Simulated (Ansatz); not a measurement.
# C₂H₈NO₂Y: taking an electron away

One table from this session's results is given with a row withheld; the runs are named, their logs left out.

Method: unrestricted cation, the program's frozen cores in correlated methods; program: Ansatz 0.2.0, Gaussian basis.

Plan: UKS PBE-D4/def2-TZVPP; UKS r2SCAN-D4/def2-TZVPP; UKS PBE0-D4/def2-TZVPP; UKS B3LYP-D4/def2-TZVPP; UKS wB97X-V/def2-TZVPP; UKS wB97M-V/def2-TZVPP; UKS B2PLYP/def2-TZVPP; UHF-CCSD(T)/def2-TZVPP; UHF-MP2/def2-QZVPP; extrapolation to the limit; then −ε(HOMO) from the neutral's earlier runs with LDA (SPW92), PBE-D4, revPBE-D4, BLYP-D4, r2SCAN-D4, B97M-V, PBE0-D4, B3LYP-D4, r2SCANh-D4, r2SCAN0-D4, HSE06-D4, BHLYP-D4, CAM-B3LYP-D4, LC-ωPBE, ωB97X-V, ωB97M-V.

### Structure used throughout

The geometry comes from an earlier relaxation with PBE0-D4 in a triple-zeta def2 set; it is a stationary point, not always the lowest conformer. Y takes the def2 core potential; no spin-orbit term is included.

SMILES `C[N](C)[Y]([OH])[OH]`, 14 atoms, charge 0, spin multiplicity 1.

Atoms are counted from 1 here; the program's logs count them from 0.

Bond lengths: C1–N2 1.441 Å, C1–H7 1.103 Å, C1–H8 1.103 Å, C1–H9 1.095 Å, N2–C3 1.441 Å, N2–Y4 2.150 Å, C3–H10 1.096 Å, C3–H11 1.103 Å, C3–H12 1.103 Å, Y4–O5 2.034 Å, Y4–O6 2.034 Å, O5–H13 0.952 Å, O6–H14 0.952 Å. Angles: N2–C1–H7 112.2°, N2–C1–H8 112.2°, N2–C1–H9 111.0°, H7–C1–H8 106.5°, H7–C1–H9 107.3°, H8–C1–H9 107.3°, C1–N2–C3 111.0°, C1–N2–Y4 124.5°, C3–N2–Y4 124.5°, N2–C3–H10 111.0°, N2–C3–H11 112.2°, N2–C3–H12 112.2°, H10–C3–H11 107.3°, H10–C3–H12 107.3°, H11–C3–H12 106.5°, N2–Y4–O5 115.8°, N2–Y4–O6 115.8°, O5–Y4–O6 128.5° and more.

Set-up of the first run:

The input, in.yaml:

```yaml
crystal:
  periodic: [false, false, false]
  atoms:
    - {symbol: C, position_ang: [0.467985, -0.288099, 1.712580]}
    - {symbol: N, position_ang: [0.226266, -0.382760, 0.294809]}
    - {symbol: C, position_ang: [0.680062, -1.648985, -0.223140]}
    - {symbol: Y, position_ang: [-0.688607, 1.159586, -0.891569]}
    - {symbol: O, position_ang: [-1.226159, 2.844864, 0.112207]}
    - {symbol: O, position_ang: [-0.900972, 0.743652, -2.871071]}
    - {symbol: H, position_ang: [1.538880, -0.378783, 1.959702]}
    - {symbol: H, position_ang: [-0.052354, -1.079238, 2.277785]}
    - {symbol: H, position_ang: [0.123111, 0.674251, 2.106299]}
    - {symbol: H, position_ang: [0.496413, -1.721102, -1.300737]}
    - {symbol: H, position_ang: [0.169326, -2.501782, 0.254344]}
    - {symbol: H, position_ang: [1.760547, -1.801354, -0.063676]}
    - {symbol: H, position_ang: [-1.528921, 3.685935, 0.439985]}
    - {symbol: H, position_ang: [-1.065587, 0.693795, -3.807518]}
basis:
  gaussian: {orbitals: def2-TZVPP}
total_charge: 1
magnetization: {spin_polarized: true, initial_magnetization: 1}
hamiltonian: {xc: pbe, dispersion: d4}
```

Run with:

```
> ansatz run in.yaml --threads 2 --pin off --events-out ev --progress --plain --max-ram 20480MiB --backend cuda --devices 0, --max-vram 18GiB
```

Steps of the session up to this table: Cation, UKS PBE-D4/def2-TZVPP; Cation, UKS r2SCAN-D4/def2-TZVPP; Cation, UKS PBE0-D4/def2-TZVPP; Cation, UKS B3LYP-D4/def2-TZVPP; Cation, UKS wB97X-V/def2-TZVPP; Cation, UKS wB97M-V/def2-TZVPP; Cation, UKS B2PLYP (frozen core)/def2-TZVPP; Cation, UHF-CCSD(T)/def2-TZVPP; Cation, UHF-MP2/def2-QZVPP.

One of the session's tables, all rows but one given; the rest of the session is left out.

It belongs to the step «Ionisation energies side by side». For comparison, −ε(HOMO) of the neutral from earlier runs:

| functional | −ε(HOMO) (eV) |
| --- | --- |
| LDA (SPW92) | 4.58 |
| PBE-D4 | 4.44 |
| revPBE-D4 | 4.38 |
| BLYP-D4 | 4.34 |
| r2SCAN-D4 | 4.61 |
| B97M-V | 4.71 |
| PBE0-D4 | 5.61 |
| B3LYP-D4 | 5.43 |
| r2SCANh-D4 | 5.06 |
| r2SCAN0-D4 | 5.75 |
| HSE06-D4 | ? |
| BHLYP-D4 | 6.75 |
| CAM-B3LYP-D4 | 6.94 |
| LC-ωPBE | 8.21 |
| ωB97X-V | 7.92 |
| ωB97M-V | 7.86 |

Estimate the missing values for HSE06-D4.

The run gave: −ε(HOMO) (eV): 5.22. In the column «−ε(HOMO) (eV)» it lies between r2SCANh-D4 (5.06) and B3LYP-D4 (5.43).

Caveats from the session: The cation may have settled in a state other than its lowest; no search over hole states beyond the program's own was made.
